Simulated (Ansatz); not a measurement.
**CH3FSSi: a ladder of functionals and wavefunction methods**

Aim: compute CH3FSSi with functionals from several rungs and with coupled cluster. The yardstick is the atomisation energy at the CCSD(T) limit.

Program: Ansatz 0.2.0, Gaussian basis. Level of theory: functionals in def2-TZVPP, the program's frozen cores in correlated methods. These are calculated values, not measurements.

Levels to be run: LDA (SPW92), PBE-D4, revPBE-D4, BLYP-D4, r2SCAN-D4, B97M-V, PBE0-D4, B3LYP-D4, r2SCANh-D4, r2SCAN0-D4, HSE06-D4, BHLYP-D4, CAM-B3LYP-D4, LC-ωPBE, ωB97X-V, ωB97M-V, B2PLYP, PBE-QIDH; CCSD(T)/def2-SVP; CCSD(T)/def2-TZVPP; CCSD(T)/def2-QZVPP; extrapolation to the limit; RPA on PBE.

## 1. The relaxed structure

The geometry comes from an earlier relaxation with PBE0-D4 in a triple-zeta def2 set; it is a stationary point, not always the lowest conformer.

SMILES `CS[Si]F`, 7 atoms, charge 0, spin multiplicity 1.

Atoms are counted from 1 here; the program's logs count them from 0.

Bond lengths: C1–S2 1.816 Å, C1–H5 1.088 Å, C1–H6 1.089 Å, C1–H7 1.088 Å, S2–Si3 2.135 Å, Si3–F4 1.621 Å. Angles: S2–C1–H5 110.5°, S2–C1–H6 107.0°, S2–C1–H7 110.5°, H5–C1–H6 109.7°, H5–C1–H7 109.6°, H6–C1–H7 109.7°, C1–S2–Si3 105.9°, S2–Si3–F4 100.4°.

## 2. LDA

This LDA is Slater exchange with PW92 correlation.

Input file in.yaml:

```yaml
crystal:
  periodic: [false, false, false]
  atoms:
    - {symbol: C, position_ang: [-0.510330, 0.719339, -0.084693]}
    - {symbol: S, position_ang: [0.966168, 0.425610, 0.931818]}
    - {symbol: Si, position_ang: [1.575028, -1.577123, 0.511562]}
    - {symbol: F, position_ang: [0.440447, -2.009489, -0.562642]}
    - {symbol: H, position_ang: [-1.301842, 0.023185, 0.183704]}
    - {symbol: H, position_ang: [-0.835819, 1.739089, 0.115162]}
    - {symbol: H, position_ang: [-0.272452, 0.611387, -1.140613]}
basis:
  gaussian: {orbitals: def2-TZVPP}
hamiltonian: {xc: lda}
output: {orbitals: {seedname: orbitals}}
```

Started as:

```sh
ansatz run in.yaml --threads 2 --pin off --events-out ev --progress --plain --max-ram 22528MiB --backend cpu
```

After this run come: PBE-D4 (GGA); revPBE-D4 (GGA); BLYP-D4 (GGA); r2SCAN-D4 (meta-GGA); B97M-V (meta-GGA); PBE0-D4 (hybrid); B3LYP-D4 (hybrid); r2SCANh-D4 (hybrid); r2SCAN0-D4 (hybrid); HSE06-D4 (hybrid); BHLYP-D4 (hybrid); CAM-B3LYP-D4 (range-separated); LC-ωPBE (range-separated); ωB97X-V (range-separated); ωB97M-V (range-separated); B2PLYP (double hybrid); PBE-QIDH (double hybrid); CCSD(T) in def2-SVP; CCSD(T) in def2-TZVPP; CCSD(T) in def2-QZVPP; RPA on PBE orbitals.

Before running them: what should the planned runs give, taken together? Wanted: atomisation energy, CCSD(T)/CBS; farthest beyond LDA; mean size of error, GGA; mean size of error, meta-GGA; mean size of error, hybrid; mean size of error, range-separated; mean size of error, double hybrid; gap, smallest and largest; T1 diagnostic.

As calculated:

```
                               quantity                                                                              value
        atomisation energy, CCSD(T)/CBS                                                                      2556.6 kJ/mol
 functionals within 12.8 kJ/mol (0.5 %)  revPBE-D4, BLYP-D4, r2SCAN-D4, PBE0-D4, B3LYP-D4, HSE06-D4, CAM-B3LYP-D4, ωB97X-V
                    farthest beyond LDA                                                            BHLYP-D4 (-95.9 kJ/mol)
                mean size of error, GGA                                                                        21.8 kJ/mol
           mean size of error, meta-GGA                                                                         9.5 kJ/mol
             mean size of error, hybrid                                                                        31.7 kJ/mol
    mean size of error, range-separated                                                                        16.4 kJ/mol
      mean size of error, double hybrid                                                                        35.1 kJ/mol
              gap, smallest and largest                                           3.19 eV (LDA (SPW92)), 9.79 eV (LC-ωPBE)
                          T1 diagnostic                                                                             0.0144
triples share of the correlation energy                                                                              3.9 %
```

The LDA atomisation energy is off by 378.4 kJ/mol (15 %): it overbinds. PBE-D4 is off by +52.2 kJ/mol. Double hybrids carry the basis error of their MP2 part in triple zeta, and no dispersion term here, so their miss is partly the set-up's. By mean error the best rung here is meta-GGA (9.5 kJ/mol) and the worst beyond LDA is double hybrid (35.1 kJ/mol). The reference freezes the cores and leaves out relativity and excitations past (T), so misses under about 12.8 kJ/mol can't be ranked. Hartree-Fock recovers 72 % of the binding; the rest is correlation. CCSD(T) in def2-SVP is off by -196.1 kJ/mol, worse than the median functional, from the basis alone. The gap grows from 3.2 to 9.8 eV across the functionals, mostly with the share of exact exchange.
